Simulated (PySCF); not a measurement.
# HF/ccECP-aug-cc-pVDZ (core potential) run of CH4GeO2 (SMILES O=C[O][GeH3])

Aim: the vertical ionisation energy of CH4GeO2 at HF/ccECP-aug-cc-pVDZ (core potential), from 2 runs. 

Program for the calculation: PySCF 2.14.0.

### 1 The structure to begin with

CH4GeO2 has 8 atoms, charge 0, and is taken as a singlet. SMILES: `O=C[O][GeH3]`. The coordinates come from a PBE0-D4/def2-TZVP relaxation. This is one conformer, not always the lowest.

Bond lengths: O1–C2 1.203 Å, C2–O3 1.318 Å, O3–Ge4 1.840 Å, C2–H5 1.101 Å, Ge4–H6 1.528 Å, Ge4–H7 1.528 Å, Ge4–H8 1.531 Å. Angles: O1–C2–O3 124.7°, C2–O3–Ge4 113.7°, O1–C2–H5 123.7°, O3–C2–H5 111.6°, O3–Ge4–H6 108.6°, O3–Ge4–H7 108.6°, O3–Ge4–H8 100.3°, H6–Ge4–H7 113.7°, H6–Ge4–H8 112.4°, H7–Ge4–H8 112.4°.

### 2 A single-point energy at HF/ccECP-aug-cc-pVDZ (core potential)

The input, run.py:

```python
# O=C[O][GeH3]
from pyscf import gto, scf

mol = gto.M(
    atom=[
    ('O', (1.249800, -0.737800, 1.111600)),
    ('C', (1.395900, 0.277800, 0.484100)),
    ('O', (0.493200, 0.797800, -0.322800)),
    ('Ge', (-1.061900, -0.180000, -0.421000)),
    ('H', (2.310300, 0.889700, 0.516800)),
    ('H', (-1.700900, -0.218500, 0.966900)),
    ('H', (-0.732900, -1.562300, -0.983900)),
    ('H', (-1.861500, 0.676100, -1.407500)),
],
    basis='ccecp-aug-cc-pvdz',
    ecp='ccecp',
    verbose=3,
    charge=0,
    max_memory=1860,
)

calc0 = scf.RHF(mol)
calc0.conv_tol = 1e-10
calc0.kernel()
if not calc0.converged:
    calc0 = calc0.newton().run(calc0.mo_coeff, calc0.mo_occ)

energy = calc0.e_tot
print(f'total energy: {energy:.8f} hartree')
```

Started as:

```sh
OMP_NUM_THREADS=1 python run.py
```

The log of the run:

```text
converged SCF energy = -43.1095280046296
total energy: -43.10952800 hartree
```

Run time: 8.7 s. Hardware: 1 thread of Arm Neoverse V2, shared host; peak memory 0.33 GiB.

### 3 The doublet cation

The input, job.py:

```python
from pyscf import gto

mol = gto.M(
    atom='''
O      2.361780    -1.394240     2.100620
C      2.637869     0.524966     0.914816
O      0.932013     1.507624    -0.610004
Ge    -2.006700    -0.340151    -0.795575
H      4.365834     1.681289     0.976610
H     -3.214235    -0.412905     1.827176
H     -1.384980    -2.952319    -1.859302
H     -3.517725     1.277644    -2.659790
''',
    max_memory=1860,
    charge=1,
    verbose=3,
    unit='bohr',
    spin=1,
    basis='ccecp-aug-cc-pvdz',
    ecp={'O': 'ccecp', 'C': 'ccecp', 'Ge': 'ccecp', 'H': 'ccecp'},
)

calc0 = mol.UHF()
calc0.conv_tol = 1e-10
calc0.kernel()
if not calc0.converged:
    calc0 = calc0.newton().run(calc0.mo_coeff, calc0.mo_occ)

energy = calc0.e_tot
print(f'total energy: {energy:.8f} hartree')
```

Started as:

```sh
OMP_NUM_THREADS=1 python job.py
```

The log of the run:

```text
converged SCF energy = -42.6649692951245  <S^2> = 0.79612839  2S+1 = 2.0456084
total energy: -42.66496930 hartree
```

It took 17 s on 1 thread of Arm Neoverse V2, shared host; peak memory 0.35 GiB.

### 4 Results

At HF/ccECP-aug-cc-pVDZ (core potential):

| quantity | value |
| --- | --- |
| singlet CH4GeO2: total energy | -43.10953 Eh |
| singlet CH4GeO2: dipole moment | 1.92 D |
| singlet CH4GeO2: HOMO energy | -12.55 eV |
| singlet CH4GeO2: LUMO energy | 0.82 eV |
| singlet CH4GeO2: HOMO–LUMO gap | 13.37 eV |
| doublet cation: total energy | -42.66497 Eh |
| doublet cation: HOMO energy (highest over α and β) | -16.34 eV |
| doublet cation: LUMO energy (lowest over α and β) | -11.14 eV |
| doublet cation: ⟨S²⟩ | 0.796 |
| vertical ionisation energy (to the doublet cation) | 12.097 eV |

The vertical ionisation energy comes to 12.10 eV (279 kcal/mol). The negative HOMO energy of the first species, 12.55 eV, lies 0.45 eV above that difference. Mulliken charges (singlet CH4GeO2) run from -0.68 on H5 to +0.79 on C2; in a basis this large or diffuse they mean little.
